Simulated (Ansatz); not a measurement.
# HfO: the cost of one run

Method: def2-QZVPP, core rule «outside noble gas», up to 5 orbitals frozen; program: Ansatz 0.2.0, Gaussian basis.

Plan: UHF; ROHF; CCSD(T) on UHF.

2 further runs of the same task are left out: 2 set aside as unsound or not needed.

### 1 The system

The geometry is a PBE0/def2-TZVP stationary point (not a proven minimum). No spin-orbit coupling is included. Elements past krypton take def2 core potentials.

2 atoms, charge 0, spin multiplicity 3.

Atoms are counted from 1 here; the program's logs count them from 0.

Bond lengths: Hf1–O2 1.741 Å.

### 2 UHF

File in.yaml:

```yaml
crystal:
  periodic: [false, false, false]
  atoms:
    - {symbol: Hf, position_ang: [0.000000, 0.000000, 0.000000]}
    - {symbol: O, position_ang: [0.000000, 0.000000, 1.741200]}
basis:
  gaussian: {orbitals: "def2-QZVPP.json"}
magnetization: {spin_polarized: true, initial_magnetization: 2}
hamiltonian: {xc: hf}
output: {orbitals: {seedname: orbitals}}
```

Started as:

```console
> ansatz run in.yaml --threads 1 --pin off --events-out ev --progress --plain --max-ram 4096MiB --backend cpu
```

Q: Estimate wall time and peak memory on 1 thread of AMD EPYC 7R13, shared host.

About 8 s, with a peak of 0.31 GiB.
